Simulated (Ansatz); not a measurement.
Write a Python script for the Python package of Ansatz (0.2.0) that makes a projected density of states of Pt, space group Im-3m. Use: r2SCAN, PAW, cutoff 550 eV, 12×12×12 k-points, cold smearing of 0.1 eV.

`pt.vasp`
```text
Pt
1.0
  -1.58422000    1.58422000    1.58422000
   1.58422000   -1.58422000    1.58422000
   1.58422000    1.58422000   -1.58422000
Pt
1
Direct
   0.00000000    0.00000000    0.00000000
```

The script, `pt.py`:
```python
'''Projected density of states of Pt.'''

from dataclasses import dataclass
import logging
import sys

import ansatz as az
from ase.io import read
import numpy as np

logging.basicConfig(stream=sys.stdout, format='%(name)s: %(message)s')
logger = logging.getLogger('ansatz_job')
logger.setLevel(logging.INFO)


@dataclass
class Settings:
    cutoff_ev: int = 550
    filling: str = 'cold'
    sigma: float = 0.1
    mesh: tuple[int, ...] = (12, 12, 12)
    n_empty: int = 8


opts = Settings()

atoms = read('pt.vasp', format='vasp')
cell = az.Crystal.from_ase(atoms)

model = (
    cell.calculation()
    .basis(opts.cutoff_ev)
    .occupations(opts.filling, width=opts.sigma)
    .functional(az.Functional.R2SCAN)
    .kpoints(mesh=opts.mesh, center='gamma')
    .scf(extra_bands=opts.n_empty)
    .density_of_states(projected=True, energy_step=0.05)
)
session = model.session()
planned = session.plan(threads=1)
result = planned.execute()
r = result.report

dos = result.density_of_states()
energy = np.asarray(dos.energies_ev) - dos.fermi_ev
curves = {}
for site in result.projected_density_of_states().sites:
    for shell in site.shells:
        weight = sum(np.sum(curve.g_bin_mean_per_ev, axis=0) for curve in shell.curves)
        name = f'{site.species} {shell.label}'
        curves[name] = curves.get(name, 0) + weight

step = energy[1] - energy[0]
windows = [(-8, -4), (-4, 0), (0, 4)]
print('states by shell in windows of E - E_F (eV):', windows)
for name, g in curves.items():
    print(f'{name:8s}', ' '.join(f'{step * g[(energy >= a) & (energy < b)].sum():8.3f}' for a, b in windows))
filled = (energy < 0) & (energy > -8)
for name, g in curves.items():
    if g[filled].sum() * step > 0.5:
        logger.info(f'centre of {name}: {np.average(energy[filled], weights=g[filled]):.2f} eV')
```

```console
$ python pt.py
states by shell in windows of E - E_F (eV): [(-8, -4), (-4, 0), (0, 4)]
Pt 5S       0.007    0.001    0.004
Pt 6S       0.574    0.242    0.349
Pt 5P       0.015    0.011    0.001
Pt 5D       3.114    5.737    0.956
ansatz_job: centre of Pt 6S: -5.10 eV
ansatz_job: centre of Pt 5D: -2.93 eV
```

What to keep in mind:
- The mesh is modest for a metal, so energies can be off by several to tens of meV an atom and pressures by half a GPa or more; differences at equal mesh fare better.
- Spin-orbit coupling, which matters for elements this heavy, is left out.
- This isn't the structure that Pt takes at ambient conditions.
- Curves are summed over the cell's atoms. Only shells that the potentials hold have channels, so projections don't add up to the total, least of all where a shell is missing (p of most metals); heights and places of peaks move with the mesh.
- The density of states is complete only as far up as bands were computed.
- A band centre counts only the states inside the window taken.
- Hardware and time: 3.9 s on 1 thread of Arm Neoverse V1, on a shared host, peak memory 0.43 GiB.
